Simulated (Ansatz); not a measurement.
Crystal: GdO.

```xyz
2
Lattice="0.0000 2.7000 2.7000 2.7000 0.0000 2.7000 2.7000 2.7000 0.0000" Properties=species:S:1:pos:R:3 pbc="T T T"
Gd    0.0000    0.0000    0.0000
O     1.3500    1.3500    1.3500
```

The cell comes from a database or a generator and needn't be the stable form of this composition.

Program: Ansatz 0.2.0. Alike in all runs: task single point; potentials or basis Ansatz PAW; cell as given; k mesh 6 × 6 × 6; cutoff (eV) 420; smearing gaussian 0.05 eV.

Order these runs on this cell by their pressure, lowest first.
A. level PBE+U; spin non-collinear, random start; U Gd f U = 7 eV
B. level PBEsol+U; spin collinear, random start; U Gd f U = 4 eV
C. level PBE+U; spin off; U Gd f U = 8 eV

B (-4.1 GPa), C (-2.0 GPa), A (0.0 GPa).

Caveats: the magnetic or orbital state may not be the lowest; a cell with one magnetic atom can't hold antiferromagnetic order, which such compounds often take (some runs); the PAW data sets come from PBE, with cores solved anew for the run's functional, which leaves a small shift of forces and pressure (some runs).
